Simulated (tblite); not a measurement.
# C4H9NSSi2: the cost of one run

The runs use tblite 0.8.0 and PySCF 2.14.0, with density-fitted response routines of our own; the level of theory stands in each step. All values are computed, except where a source is named. Atoms count from 0, in the outputs and in this text.

### 1 The starting structure

17 atoms, charge 0, multiplicity 1; geometry from: force field or distance geometry start.

Bonds of the start (Å): C0–S1 1.83, S1–C2 1.83, C2–C3 1.52, C3–Si4 1.85, Si4–Si5 2.20, Si5–C6 1.81, C6–N7 1.16, Si5–C2 1.88, C0–H8 1.12, C0–H9 1.10, C0–H10 1.10, C2–H11 1.10, C3–H12 1.13, C3–H13 1.09, Si4–H14 1.47, Si4–H15 1.47, Si5–H16 1.46.

### 2 Relaxing the molecule with GFN2-xTB

Job settings and geometry (Å):

```
{"job": {"kind": "relax", "xc": "GFN2-xTB", "basis": "xTB"}, "charge": 0, "multiplicity": 1}
C      2.837300     0.144800     0.130800
S      1.485200    -0.532500    -0.893100
C      0.048800    -0.682200     0.224300
C     -1.103400    -1.240700    -0.601200
Si    -2.372500    -0.374600     0.428400
Si    -0.684800     1.035100     0.436900
C     -0.552200     2.069600    -1.047000
N     -0.450300     2.742400    -1.987300
H      3.111500    -0.625000     0.903800
H      2.462700     1.013500     0.695000
H      3.727900     0.341500    -0.492800
H      0.244600    -1.220800     1.162600
H     -1.189700    -2.353900    -0.445800
H     -1.086400    -0.991300    -1.662300
H     -3.584800     0.059000    -0.279600
H     -2.556600    -1.057900     1.713800
H     -0.344200     1.685100     1.703600
```

Run with:

```sh
$ OMP_NUM_THREADS=1 python probes_run.py task.json out
```

The driver reads the jobs from task.json and runs them one after another.

**Question.** How long does this first job take on 1 thread of Intel Xeon 6975P-C, shared host, and how much memory does it need?

About 1.2 s, with a peak of 0.18 GiB.
